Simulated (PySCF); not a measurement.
# C6H9NO: the cost of one run

Programs: PySCF 2.14.0, with routines of our own; each step states its level. All values are computed. Atoms count from 0.

## 1. The starting structure

17 atoms, charge 0, multiplicity 1; geometry from: GFN2-xTB.

## 2. Magnetic properties: GIAO HF/pcSseg-1

The job: settings as JSON, then the geometry in Å.

```
{"job": {"kind": "mag", "xc": "HF", "basis": "pcSseg-1", "isotopologues": 2}, "charge": 0, "multiplicity": 1}
C     -2.809375     0.067348     0.386061
C     -1.681710    -0.096795    -0.630243
N     -0.589119    -0.781649    -0.005035
C      0.578696    -0.323578    -0.018625
C      1.854990    -0.861472     0.582177
C      2.606187     0.378119     0.055821
C      1.306540     0.882011    -0.553124
O      1.010604     1.850744    -1.197222
H     -2.499735     0.737082     1.184797
H     -3.688718     0.481879    -0.099022
H     -3.059200    -0.897332     0.819267
H     -2.025956    -0.748896    -1.440259
H     -1.396462     0.874029    -1.053648
H      2.172567    -1.810591     0.155297
H      1.820424    -0.960935     1.665120
H      3.383033     0.182077    -0.680847
H      3.010235     1.039990     0.819576
```

With the program's defaults for keys left out, this is: GIAO HF/pcSseg-1 magnetisability, rotational g tensor and spin-rotation constants, non-relativistic, gas phase.

On the command line:

```sh
> OMP_NUM_THREADS=1 python excited_run.py task.json out
```

The driver reads the jobs from task.json and runs them one after another.

Q: Estimate the wall time and peak memory of this first job on 1 thread of Arm Neoverse V1, shared host.

About 15 s, with a peak of 0.83 GiB.
